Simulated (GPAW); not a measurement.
A calculation with GPAW 26.7.0 of WS (native input, structure from a P1 CIF):

run.py

```python
from ase.io import read
from gpaw import PW
from gpaw.dft import DFT

atoms = read('WS.cif')

dft = DFT(atoms,
          mode=PW(600),
          xc='PBE',
          kpts={'size': (9, 9, 9), 'gamma': True},
          occupations={'name': 'fermi-dirac', 'width': 0.05},
          nbands=20,
          convergence={'density': 1e-05, 'energy': 1e-05},
          maxiter=150,
          txt='gpaw.txt')
print(f'Energy: {dft.calculate_energy():.6f} eV')
print('Forces (eV/A):')
print(dft.calculate_forces().round(4))
print('Stress (eV/A^3):', dft.calculate_stress().round(6))
dft.write_gpw_file('gs.gpw')
```

Contents of WS.cif:

```cif
data_WS
_cell_length_a 3.00789000
_cell_length_b 3.00789000
_cell_length_c 3.00789000
_cell_angle_alpha 90.00000000
_cell_angle_beta 90.00000000
_cell_angle_gamma 90.00000000
_space_group_name_H-M_alt 'P1'
_space_group_name_Hall 'P 1'
_space_group_IT_number 1
loop_
_space_group_symop_operation_xyz
'x,y,z'
loop_
_atom_site_label
_atom_site_type_symbol
_atom_site_symmetry_multiplicity
_atom_site_Wyckoff_symbol
_atom_site_fract_x
_atom_site_fract_y
_atom_site_fract_z
_atom_site_occupancy
W1 W 1 a 0.5000000000 0.5000000000 0.5000000000 1
S1 S 1 a 0.0000000000 0.0000000000 0.0000000000 1
```

Potentials or basis: GPAW PAW data sets (gpaw-data 1.2.1), pw.

Command:

```bash
$ OMP_NUM_THREADS=1 python run.py
```

The cell was built by a generator and needn't be a form met in nature.

Task: Write the same calculation in another form: ASE script, structure typed inline.

Result: As run:

Contents of run.py:

```python
from ase import Atoms
from ase.dft.bandgap import bandgap
from ase.io import write
from ase.units import Bohr, GPa
from gpaw import GPAW, PW
from gpaw.elf import elf_from_dft_calculation

atoms = Atoms(['W', 'S'],
              cell=[[3.00789, 0.0, 0.0],
                    [0.0, 3.00789, 0.0],
                    [0.0, 0.0, 3.00789]],
              scaled_positions=[[0.5, 0.5, 0.5],
                                [0.0, 0.0, 0.0]],
              pbc=True)

calc = GPAW(mode=PW(600),
            xc='PBE',
            kpts={'size': (9, 9, 9), 'gamma': True},
            occupations={'name': 'fermi-dirac', 'width': 0.05},
            nbands=20,
            convergence={'density': 1e-05, 'energy': 1e-05},
            maxiter=150,
            txt='gpaw.txt')
atoms.calc = calc
energy = atoms.get_potential_energy()
forces = atoms.get_forces()
stress = atoms.get_stress()
calc.write('gs.gpw')
write('result.traj', atoms)
print(f'Energy: {energy:.6f} eV')
print('Forces (eV/A):')
print(forces.round(4))
print('Stress (GPa):', (stress / GPa).round(3))
print('Fermi level:', round(calc.get_fermi_level(), 4), 'eV')
print(f'Gap: {bandgap(calc)[0]:.4f} eV, direct: {bandgap(calc, direct=True)[0]:.4f} eV')

# fields on the real-space grid
write('density.cube', atoms, data=calc.get_pseudo_density() * Bohr**3)
write('potential.cube', atoms, data=calc.get_electrostatic_potential())
write('elf.cube', atoms, data=elf_from_dft_calculation(calc).data)
```

Potentials or basis: GPAW PAW data sets (gpaw-data 1.2.1), pw.

Run with:

```console
$ OMP_NUM_THREADS=1 python run.py
```

Both were run:

|  | native input, structure from a P1 CIF | ASE script, structure typed inline |
| --- | --- | --- |
| Pressure | 0.1 GPa | 0.1 GPa |
| Band gap on the k mesh | none (metal or under the smearing width) | none (metal or under the smearing width) |

Keys that steer only the numerical path or the files written may differ.
